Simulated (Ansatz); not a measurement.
# AlAs5: the cost of one run

Program: Ansatz 0.2.0. Level of theory: DFT PBE, scalar-relativistic, plane waves, PAW, unless a step names another level. These are calculated values, not measurements.

6 further runs of the same task are left out: 6 that didn't finish.

## (1) The starting structure

The structure is trigonal, space group P-3m1 (No. 164). Conventional cell: a = 3.873 Å, b = 3.873 Å, c = 22.139 Å, α = 90.00°, β = 90.00°, γ = 120.00°. Al (site symmetry 3m) has 4 As at 2.42 to 2.69 Å as nearest neighbours. Around As (site symmetry 3m) lie 3 As at 2.57 Å. As (site symmetry 3m) is surrounded by 4 Al at 2.42 to 2.69 Å. Around As (site symmetry 3m) lie 3 As at 2.58 Å.

As a file:

```xyz
12
Lattice="3.8733 0.0000 0.0000 -1.9367 3.3544 0.0000 0.0000 0.0000 22.1394" Properties=species:S:1:pos:R:3 pbc="T T T"
Al    0.0000    2.2363    0.8812
Al    1.9367    1.1181   21.2583
As    0.0000    0.0000    8.6752
As    0.0000    2.2363    9.9433
As    1.9367    3.3544   13.4642
As    1.9367    1.1181   12.1961
As    1.9367    1.1181    1.8093
As    0.0000    2.2363    5.1361
As    0.0000    2.2363   20.3301
As    1.9367    1.1181   17.0033
As    0.0000    2.2363   15.7147
As    1.9367    1.1181    6.4247
```

It came out lowest among 26 distinct ends of the trial cells. At a tolerance of 0.05 Å it has space group P-3m1 (No. 164).

## (2) A stricter relaxation, on the response runs' mesh and smearing

input.yaml reads:

```yaml
crystal:
  lattice:
    - [3.8733184248, 0.0, 0.0]
    - [-1.9366592124, 3.3543921529, 0.0]
    - [0.0, 0.0, 22.1394204985]
  atoms:
    - { symbol: Al, position: [0.3333333333, 0.6666666667, 0.039800867] }
    - { symbol: Al, position: [0.6666666667, 0.3333333333, 0.960199133] }
    - { symbol: As, position: [0.0, 0.0, 0.3918455483] }
    - { symbol: As, position: [0.3333333333, 0.6666666667, 0.4491207481] }
    - { symbol: As, position: [1.0, 1.0, 0.6081544517] }
    - { symbol: As, position: [0.6666666667, 0.3333333333, 0.5508792519] }
    - { symbol: As, position: [0.6666666667, 0.3333333333, 0.081725061] }
    - { symbol: As, position: [0.3333333333, 0.6666666667, 0.2319892521] }
    - { symbol: As, position: [0.3333333333, 0.6666666667, 0.918274939] }
    - { symbol: As, position: [0.6666666667, 0.3333333333, 0.7680107479] }
    - { symbol: As, position: [0.3333333333, 0.6666666667, 0.7098062839] }
    - { symbol: As, position: [0.6666666667, 0.3333333333, 0.2901937161] }
basis:
  ecutwfc: 420
kpoints:
  mp_grid: { grid: [12, 12, 2] }
hamiltonian:
  xc: pbe
scf:
  occupations: { method: gaussian, width: 0.1 }
output:
  forces: true
  stress: true
  eigenvalues: true
relax:
  adjacent_minimum: "off"
  f_tol: 0.001
  max_steps: 60
  cell: { stress_tol: 0.01 }
```

Command:

```sh
> ansatz run input.yaml --threads 3 --pin off --max-ram 7680MiB --backend cpu --events-out ev --progress --plain --runs-dir out
```

**Question.** How long does this run take on 3 threads of AMD EPYC 7R43 (Zen 3), shared host, and how much memory does it need?

About 2.3 min, with a peak of 1.2 GiB.
